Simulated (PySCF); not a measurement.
**A gas-phase reaction: BrH3OSi + H3N → H5NOSi + BrH**

What reaction energy should one expect for `O[SiH2]Br` + `N` → `N[SiH2]O` + `Br`?

Computed with PySCF 2.14.0; each step states its level. No surroundings beyond the atoms listed, unless a continuum is named. Atoms count from 0, parts from 1.

## Step 1: Starting point

Each species was relaxed by itself at PBE0-D3(BJ)/def2-SVPD.

## Step 2: Energies of the species: wB97M-D3(BJ)/def2-TZVPD

The job: settings as JSON, then the geometry in Å.

```
{"job": {"kind": "react", "xc": "wB97M-D3(BJ)", "basis": "def2-TZVPD"}, "charge": 0, "multiplicity": 1}
-1 BrH3OSi charge 0 multiplicity 1
O      0.979060    -0.948290     0.018720
Si    -0.256480     0.121650    -0.276760
Br    -0.069780     1.925450     1.028740
H      1.141470    -1.232880     0.921620
H     -1.589410    -0.464350     0.022450
H     -0.107010     0.538070    -1.689760

-1 H3N charge 0 multiplicity 1
N      0.008560     0.002910     0.284420
H      0.931460    -0.165470    -0.105170
H     -0.605100    -0.721410    -0.077030
H     -0.318380     0.887430    -0.093200

+1 H5NOSi charge 0 multiplicity 1
N      0.183620     0.896700     0.893040
Si    -0.355660    -0.011240    -0.467720
O      0.659910    -1.246940    -0.978810
H      0.994660     1.498740     0.879750
H     -0.159390     0.730220     1.827640
H     -1.678360    -0.565230    -0.057200
H     -0.427750     0.851820    -1.673430
H      0.870650    -1.940130    -0.349350

+1 BrH charge 0 multiplicity 1
Br     0.715010    -0.002060    -0.003490
H     -0.708700     0.005390     0.003120
```

With the program's defaults for keys left out, this is: wB97M-D3(BJ)/def2-TZVPD reaction energy of separated species, gas phase.

The run is started by

```
$ OMP_NUM_THREADS=1 python cluster_run.py task.json out
```

One launch serves the whole session: the jobs run in the order shown.

Log:

```text
species 1 (BrH3OSi)
coarse grid: 26344 points
cycle   1  E = -2940.7779033166  dE = -9.198e-01  |g| = 7.062e-01  |ddm| = 1.895e+00
cycle   2  E = -2940.7663376380  dE =  1.157e-02  |g| = 7.890e-01  |ddm| = 8.069e-01
cycle   3  E = -2940.8699948798  dE = -1.037e-01  |g| = 6.524e-02  |ddm| = 4.138e-01
cycle   4  E = -2940.8707708059  dE = -7.759e-04  |g| = 1.595e-02  |ddm| = 5.876e-02
cycle   5  E = -2940.8708412124  dE = -7.041e-05  |g| = 4.774e-03  |ddm| = 1.816e-02
cycle   6  E = -2940.8708474484  dE = -6.236e-06  |g| = 1.262e-03  |ddm| = 6.294e-03
final grid: 52328 points
cycle   7  E = -2940.8708235826  dE = -4.932e-07  |g| = 9.435e-04  |ddm| = 2.622e-03
cycle   8  E = -2940.8708236625  dE = -7.993e-08  |g| = 8.044e-04  |ddm| = 1.138e-03
cycle   9  E = -2940.8708237422  dE = -7.965e-08  |g| = 8.546e-05  |ddm| = 4.694e-04
cycle  10  E = -2940.8708237455  dE = -3.323e-09  |g| = 5.980e-05  |ddm| = 1.224e-04
cycle  11  E = -2940.8708237468  dE = -1.315e-09  |g| = 6.205e-06  |ddm| = 9.121e-05
cycle  12  E = -2940.8708237468  dE = -1.592e-11  |g| = 2.275e-06  |ddm| = 1.003e-05
converged SCF energy = -2940.8708237468

species 2 (H3N)
coarse grid: 12536 points
cycle   1  E = -56.5694022315  dE = -1.294e-01  |g| = 3.023e-01  |ddm| = 1.089e+00
cycle   2  E = -56.5779562227  dE = -8.554e-03  |g| = 2.716e-01  |ddm| = 2.676e-01
cycle   3  E = -56.5918778976  dE = -1.392e-02  |g| = 2.124e-02  |ddm| = 1.115e-01
cycle   4  E = -56.5919834963  dE = -1.056e-04  |g| = 5.194e-03  |ddm| = 1.728e-02
cycle   5  E = -56.5919946325  dE = -1.114e-05  |g| = 7.322e-04  |ddm| = 8.715e-03
cycle   6  E = -56.5919950476  dE = -4.151e-07  |g| = 1.111e-04  |ddm| = 3.175e-03
final grid: 27112 points
cycle   7  E = -56.5919840930  dE = -1.646e-08  |g| = 6.562e-05  |ddm| = 7.795e-04
cycle   8  E = -56.5919840951  dE = -2.106e-09  |g| = 5.346e-05  |ddm| = 2.550e-04
cycle   9  E = -56.5919840958  dE = -6.862e-10  |g| = 1.235e-05  |ddm| = 5.263e-05
converged SCF energy = -56.5919840958

species 3 (H5NOSi)
coarse grid: 29072 points
cycle   1  E = -422.5892255934  dE =  9.263e-02  |g| = 7.168e-01  |ddm| = 1.947e+00
cycle   2  E = -422.5776541095  dE =  1.157e-02  |g| = 8.093e-01  |ddm| = 8.830e-01
cycle   3  E = -422.6869937897  dE = -1.093e-01  |g| = 5.223e-02  |ddm| = 4.458e-01
cycle   4  E = -422.6874407924  dE = -4.470e-04  |g| = 2.917e-02  |ddm| = 5.722e-02
cycle   5  E = -422.6876112405  dE = -1.704e-04  |g| = 6.792e-03  |ddm| = 2.268e-02
cycle   6  E = -422.6876225573  dE = -1.132e-05  |g| = 8.173e-04  |ddm| = 7.873e-03
cycle   7  E = -422.6876229445  dE = -3.872e-07  |g| = 2.032e-04  |ddm| = 2.540e-03
final grid: 60992 points
cycle   8  E = -422.6875919530  dE = -9.209e-08  |g| = 1.445e-04  |ddm| = 3.209e-03
cycle   9  E = -422.6875919578  dE = -4.803e-09  |g| = 1.310e-04  |ddm| = 5.621e-04
cycle  10  E = -422.6875919610  dE = -3.149e-09  |g| = 2.361e-05  |ddm| = 8.788e-05
cycle  11  E = -422.6875919613  dE = -3.017e-10  |g| = 1.017e-05  |ddm| = 9.199e-05
converged SCF energy = -422.6875919613

species 4 (BrH)
coarse grid: 9808 points
cycle   1  E = -2574.7444818716  dE = -1.115e+00  |g| = 2.814e-01  |ddm| = 9.887e-01
cycle   2  E = -2574.7574488630  dE = -1.297e-02  |g| = 1.487e-01  |ddm| = 2.655e-01
cycle   3  E = -2574.7608846387  dE = -3.436e-03  |g| = 8.656e-03  |ddm| = 8.708e-02
cycle   4  E = -2574.7609220033  dE = -3.736e-05  |g| = 2.523e-03  |ddm| = 1.268e-02
cycle   5  E = -2574.7609264336  dE = -4.430e-06  |g| = 6.498e-04  |ddm| = 4.934e-03
final grid: 18448 points
cycle   6  E = -2574.7609111256  dE = -1.922e-07  |g| = 3.884e-04  |ddm| = 9.238e-04
cycle   7  E = -2574.7609111532  dE = -2.762e-08  |g| = 2.730e-04  |ddm| = 3.937e-04
cycle   8  E = -2574.7609111603  dE = -7.081e-09  |g| = 3.378e-05  |ddm| = 1.359e-04
cycle   9  E = -2574.7609111613  dE = -1.013e-09  |g| = 1.120e-05  |ddm| = 6.293e-05
cycle  10  E = -2574.7609111613  dE = -6.730e-11  |g| = 1.703e-06  |ddm| = 1.292e-05
converged SCF energy = -2574.7609111613

Reaction energy = 8.820 kcal/mol
```

Run time: 28 s. Hardware: 1 thread of Arm Neoverse N1, shared host; peak memory 0.61 GiB.

Species by species (with the dispersion term, which the log's SCF energies lack):

```csv
ν,species,energy (Eh),HOMO (eV)
-1,O[SiH2]Br,-2940.87606,-10.75
-1,N,-56.59358,-10.26
+1,N[SiH2]O,-422.69410,-10.15
+1,Br,-2574.76148,-11.15
```

## Step 3: Reaction energy: PBE0-D3(BJ)/def2-TZVPD

The job, as its differences from that of step 2:

```diff
@@ -1,2 +1,2 @@
-{"job": {"kind": "react", "xc": "wB97M-D3(BJ)", "basis": "def2-TZVPD"}, "charge": 0, "multiplicity": 1}
+{"job": {"kind": "react", "xc": "PBE0", "basis": "def2-TZVPD", "disp": "d3bj"}, "charge": 0, "multiplicity": 1}
 -1 BrH3OSi charge 0 multiplicity 1
```

Method: PBE0-D3(BJ)/def2-TZVPD reaction energy of separated species, gas phase.

Log:

```text
species 1 (BrH3OSi)
coarse grid: 26344 points
cycle   1  E = -2940.2189132351  dE = -8.818e-01  |g| = 7.490e-01  |ddm| = 1.950e+00
cycle   2  E = -2940.0342129081  dE =  1.847e-01  |g| = 1.223e+00  |ddm| = 1.038e+00
cycle   3  E = -2940.3089877342  dE = -2.748e-01  |g| = 1.068e-01  |ddm| = 7.156e-01
cycle   4  E = -2940.3110435275  dE = -2.056e-03  |g| = 2.221e-02  |ddm| = 8.716e-02
cycle   5  E = -2940.3111434956  dE = -9.997e-05  |g| = 1.331e-02  |ddm| = 2.950e-02
cycle   6  E = -2940.3111847108  dE = -4.122e-05  |g| = 1.261e-03  |ddm| = 1.108e-02
cycle   7  E = -2940.3111850473  dE = -3.365e-07  |g| = 3.307e-04  |ddm| = 1.335e-03
final grid: 52328 points
cycle   8  E = -2940.3111796524  dE = -5.221e-08  |g| = 3.045e-04  |ddm| = 2.624e-03
cycle   9  E = -2940.3111796556  dE = -3.226e-09  |g| = 2.834e-04  |ddm| = 4.184e-04
cycle  10  E = -2940.3111796697  dE = -1.412e-08  |g| = 2.881e-05  |ddm| = 1.882e-04
cycle  11  E = -2940.3111796699  dE = -1.587e-10  |g| = 7.186e-06  |ddm| = 1.987e-05
converged SCF energy = -2940.3111796699

species 2 (H3N)
coarse grid: 2928 points
cycle   1  E = -56.4894381950  dE = -9.634e-02  |g| = 3.707e-01  |ddm| = 1.101e+00
cycle   2  E = -56.4630172503  dE =  2.642e-02  |g| = 5.179e-01  |ddm| = 4.427e-01
cycle   3  E = -56.5201147148  dE = -5.710e-02  |g| = 1.575e-02  |ddm| = 2.485e-01
cycle   4  E = -56.5201632176  dE = -4.850e-05  |g| = 3.353e-03  |ddm| = 8.633e-03
cycle   5  E = -56.5201653882  dE = -2.171e-06  |g| = 3.222e-04  |ddm| = 2.234e-03
final grid: 27112 points
cycle   6  E = -56.5150242229  dE = -1.161e-05  |g| = 5.618e-03  |ddm| = 1.623e-02
cycle   7  E = -56.5150187626  dE =  5.460e-06  |g| = 7.687e-03  |ddm| = 5.884e-03
cycle   8  E = -56.5150305309  dE = -1.177e-05  |g| = 1.419e-04  |ddm| = 3.471e-03
cycle   9  E = -56.5150305354  dE = -4.444e-09  |g| = 3.213e-05  |ddm| = 9.670e-05
cycle  10  E = -56.5150305356  dE = -2.919e-10  |g| = 3.552e-06  |ddm| = 2.736e-05
converged SCF energy = -56.5150305356

species 3 (H5NOSi)
coarse grid: 6872 points
cycle   1  E = -422.2408286640  dE =  1.331e-01  |g| = 7.925e-01  |ddm| = 2.021e+00
cycle   2  E = -422.0524197700  dE =  1.884e-01  |g| = 1.269e+00  |ddm| = 1.253e+00
cycle   3  E = -422.3538383549  dE = -3.014e-01  |g| = 9.912e-02  |ddm| = 8.305e-01
cycle   4  E = -422.3550996372  dE = -1.261e-03  |g| = 5.895e-02  |ddm| = 7.834e-02
cycle   5  E = -422.3557798445  dE = -6.802e-04  |g| = 7.322e-03  |ddm| = 3.289e-02
cycle   6  E = -422.3557912200  dE = -1.138e-05  |g| = 9.587e-04  |ddm| = 5.368e-03
cycle   7  E = -422.3557914223  dE = -2.023e-07  |g| = 3.192e-04  |ddm| = 1.102e-03
final grid: 60992 points
cycle   8  E = -422.3505593471  dE = -2.147e-05  |g| = 6.646e-03  |ddm| = 3.918e-02
cycle   9  E = -422.3505469579  dE =  1.239e-05  |g| = 1.034e-02  |ddm| = 8.426e-03
cycle  10  E = -422.3505676473  dE = -2.069e-05  |g| = 4.984e-04  |ddm| = 5.228e-03
cycle  11  E = -422.3505676759  dE = -2.867e-08  |g| = 2.819e-04  |ddm| = 4.296e-04
cycle  12  E = -422.3505676905  dE = -1.460e-08  |g| = 3.369e-05  |ddm| = 1.741e-04
cycle  13  E = -422.3505676908  dE = -2.416e-10  |g| = 5.220e-06  |ddm| = 3.164e-05
converged SCF energy = -422.3505676908

species 4 (BrH)
coarse grid: 9808 points
cycle   1  E = -2574.4494536772  dE = -1.081e+00  |g| = 2.724e-01  |ddm| = 1.042e+00
cycle   2  E = -2574.4540919227  dE = -4.638e-03  |g| = 1.699e-01  |ddm| = 2.601e-01
cycle   3  E = -2574.4588662129  dE = -4.774e-03  |g| = 3.007e-02  |ddm| = 1.194e-01
cycle   4  E = -2574.4590976890  dE = -2.315e-04  |g| = 4.156e-03  |ddm| = 2.212e-02
cycle   5  E = -2574.4591016914  dE = -4.002e-06  |g| = 1.311e-03  |ddm| = 4.270e-03
final grid: 18448 points
cycle   6  E = -2574.4591028154  dE = -7.033e-08  |g| = 1.375e-03  |ddm| = 2.024e-03
cycle   7  E = -2574.4591028297  dE = -1.433e-08  |g| = 1.399e-03  |ddm| = 1.791e-03
cycle   8  E = -2574.4591030506  dE = -2.209e-07  |g| = 5.149e-05  |ddm| = 8.398e-04
cycle   9  E = -2574.4591030513  dE = -6.830e-10  |g| = 1.026e-05  |ddm| = 4.413e-05
converged SCF energy = -2574.4591030513

Reaction energy = 10.563 kcal/mol
```

Wall time 14 s (1 thread of Arm Neoverse N1, shared host); peak memory 0.59 GiB.

Reaction energy at this level: 10.56 kcal/mol.

## Step 4: Reaction energy: MP2/def2-TZVPD

The job, as its differences from that of step 3:

```diff
@@ -1,2 +1,2 @@
-{"job": {"kind": "react", "xc": "PBE0", "basis": "def2-TZVPD", "disp": "d3bj"}, "charge": 0, "multiplicity": 1}
+{"job": {"kind": "react", "xc": "MP2", "basis": "def2-TZVPD"}, "charge": 0, "multiplicity": 1}
 -1 BrH3OSi charge 0 multiplicity 1
```

Level: MP2/def2-TZVPD reaction energy of separated species, gas phase.

Log:

```text
species 1 (BrH3OSi)
final grid: 52328 points
cycle   1  E = -2938.0341710774  dE = -9.981e-01  |g| = 5.484e-01  |ddm| = 1.845e+00
cycle   2  E = -2938.0850075574  dE = -5.084e-02  |g| = 3.266e-01  |ddm| = 5.081e-01
cycle   3  E = -2938.1038775582  dE = -1.887e-02  |g| = 4.831e-02  |ddm| = 1.916e-01
cycle   4  E = -2938.1045749254  dE = -6.974e-04  |g| = 1.264e-02  |ddm| = 5.459e-02
cycle   5  E = -2938.1046354746  dE = -6.055e-05  |g| = 3.178e-03  |ddm| = 1.624e-02
cycle   6  E = -2938.1046403632  dE = -4.889e-06  |g| = 1.013e-03  |ddm| = 4.723e-03
cycle   7  E = -2938.1046410307  dE = -6.675e-07  |g| = 3.519e-04  |ddm| = 1.589e-03
cycle   8  E = -2938.1046411217  dE = -9.093e-08  |g| = 1.055e-04  |ddm| = 6.026e-04
cycle   9  E = -2938.1046411290  dE = -7.331e-09  |g| = 1.942e-05  |ddm| = 2.073e-04
cycle  10  E = -2938.1046411293  dE = -2.765e-10  |g| = 3.869e-06  |ddm| = 4.623e-05
converged SCF energy = -2938.1046411293

species 2 (H3N)
final grid: 27112 points
cycle   1  E = -56.2058942308  dE = -1.621e-01  |g| = 2.298e-01  |ddm| = 1.073e+00
cycle   2  E = -56.2178841670  dE = -1.199e-02  |g| = 7.796e-02  |ddm| = 1.404e-01
cycle   3  E = -56.2190894242  dE = -1.205e-03  |g| = 2.444e-02  |ddm| = 4.020e-02
cycle   4  E = -56.2192487468  dE = -1.593e-04  |g| = 5.225e-03  |ddm| = 1.749e-02
cycle   5  E = -56.2192628764  dE = -1.413e-05  |g| = 1.112e-03  |ddm| = 7.204e-03
cycle   6  E = -56.2192640956  dE = -1.219e-06  |g| = 2.934e-04  |ddm| = 3.286e-03
cycle   7  E = -56.2192641903  dE = -9.466e-08  |g| = 4.961e-05  |ddm| = 9.839e-04
cycle   8  E = -56.2192641924  dE = -2.081e-09  |g| = 4.563e-06  |ddm| = 1.082e-04
cycle   9  E = -56.2192641924  dE = -1.393e-11  |g| = 5.841e-07  |ddm| = 2.273e-05
converged SCF energy = -56.2192641924

species 3 (H5NOSi)
final grid: 60992 points
cycle   1  E = -421.2391683971  dE =  1.383e-02  |g| = 5.482e-01  |ddm| = 1.905e+00
cycle   2  E = -421.2885468468  dE = -4.938e-02  |g| = 3.270e-01  |ddm| = 5.144e-01
cycle   3  E = -421.3066420679  dE = -1.810e-02  |g| = 5.075e-02  |ddm| = 1.907e-01
cycle   4  E = -421.3074330440  dE = -7.910e-04  |g| = 1.016e-02  |ddm| = 6.555e-02
cycle   5  E = -421.3074678047  dE = -3.476e-05  |g| = 3.405e-03  |ddm| = 1.541e-02
cycle   6  E = -421.3074709878  dE = -3.183e-06  |g| = 8.186e-04  |ddm| = 3.674e-03
cycle   7  E = -421.3074712912  dE = -3.034e-07  |g| = 1.835e-04  |ddm| = 1.294e-03
cycle   8  E = -421.3074713134  dE = -2.214e-08  |g| = 4.117e-05  |ddm| = 3.550e-04
cycle   9  E = -421.3074713145  dE = -1.144e-09  |g| = 1.003e-05  |ddm| = 8.376e-05
cycle  10  E = -421.3074713146  dE = -6.935e-11  |g| = 2.508e-06  |ddm| = 2.083e-05
converged SCF energy = -421.3074713146

species 4 (BrH)
final grid: 18448 points
cycle   1  E = -2572.9852624325  dE = -1.144e+00  |g| = 2.202e-01  |ddm| = 9.640e-01
cycle   2  E = -2572.9999187228  dE = -1.466e-02  |g| = 7.760e-02  |ddm| = 2.157e-01
cycle   3  E = -2573.0014424842  dE = -1.524e-03  |g| = 1.588e-02  |ddm| = 5.815e-02
cycle   4  E = -2573.0016143826  dE = -1.719e-04  |g| = 5.005e-03  |ddm| = 1.886e-02
cycle   5  E = -2573.0016335080  dE = -1.913e-05  |g| = 1.691e-03  |ddm| = 6.805e-03
cycle   6  E = -2573.0016349110  dE = -1.403e-06  |g| = 3.418e-04  |ddm| = 2.059e-03
cycle   7  E = -2573.0016349846  dE = -7.364e-08  |g| = 5.979e-05  |ddm| = 6.414e-04
cycle   8  E = -2573.0016349860  dE = -1.402e-09  |g| = 8.468e-06  |ddm| = 8.660e-05
cycle   9  E = -2573.0016349861  dE = -6.094e-11  |g| = 1.310e-06  |ddm| = 1.889e-05
converged SCF energy = -2573.0016349861

Reaction energy = 9.956 kcal/mol
```

Wall time 6.6 s (1 thread of Arm Neoverse N1, shared host); peak memory 0.43 GiB.

Reaction energy at this level: 9.96 kcal/mol.

## Step 5: Side by side

Energies in kcal/mol, with wall time:

```
                    run  reaction   time
wB97M-D3(BJ)/def2-TZVPD      8.82   28 s
 PBE0-D3(BJ)/def2-TZVPD     10.56   14 s
         MP2/def2-TZVPD      9.96  6.6 s
```

## Step 6: Summary of results

| quantity | value |
| --- | --- |
| reaction energy (wB97M-D3(BJ)/def2-TZVPD) | 8.82 kcal/mol |
| ΔH, ΔG at 298 K (xTB thermal terms) | +6.2, +6.8 kcal/mol |
| range of the reaction energy over the runs of this table | 8.82 to 10.56 kcal/mol |

The reaction is endothermic by 6.2 kcal/mol in the gas phase; dispersion gives -0.16, and xTB itself gave 10.81 for the electronic energy (xTB energies and thermal terms come from the earlier relaxation of each species, not shown). No barrier was sought. The reaction energy runs from 8.82 (wB97M-D3(BJ)/def2-TZVPD) to 10.56 kcal/mol (PBE0-D3(BJ)/def2-TZVPD).
